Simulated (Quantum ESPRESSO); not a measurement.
W under changes of volume

One of the cells (16.822 Å³/atom); the others are scaled copies at fixed shape and fractional positions:

```xyz
4
Lattice="2.8097 0.0000 0.0000 0.0000 4.8639 0.0000 0.0000 0.0000 4.9237" Properties=species:S:1:pos:R:3 pbc="T T T"
W     2.2285    4.5567    3.6928
W     0.5811    2.1247    3.6928
W     0.5811    0.3072    1.2309
W     2.2285    2.7391    1.2309
```

This isn't the form of W at room conditions, which is bcc.

* Program: Quantum ESPRESSO 7.5
* Functional: PBEsol
* Potentials or basis: GBRV 1.5 PBEsol
* Cutoff: 762 eV
* Density cutoff: 6095 eV
* k mesh: 9 × 6 × 6
* Occupations: fermi-dirac, width 0.05 eV
* Spin: no spin polarisation

```csv
volume (Å³/atom),energy over the lowest point (meV/atom),pressure (GPa),largest force (eV/Å)
15.812,?,?,?
16.149,0.00,0.9,0.196
16.485,4.47,-5.1,0.119
16.822,20.90,-10.5,0.070
17.158,48.08,-15.3,0.091
17.494,84.89,-19.7,0.149
17.831,130.36,-23.6,0.212
```

Question: What does the run at 15.812 Å³/atom give?

Answer: Energy over the lowest point 8.86 meV/atom; pressure 7.6 GPa; largest force 0.283 eV/Å.

Worked out: A Birch-Murnaghan fit of order 3 (a polynomial in V^(-2/3)) to the other rows has its minimum at 16.20 Å³/atom with B0 = V·E''(V) = 302 GPa and B' = 4.4 at fixed shape and positions, which overstates the stiffness. It gives 9.01 meV/atom at 15.812 Å³/atom, against the run's 8.86, and -dE/dV = 7.7 GPa, against 7.6.

Energies are extrapolated to zero smearing.
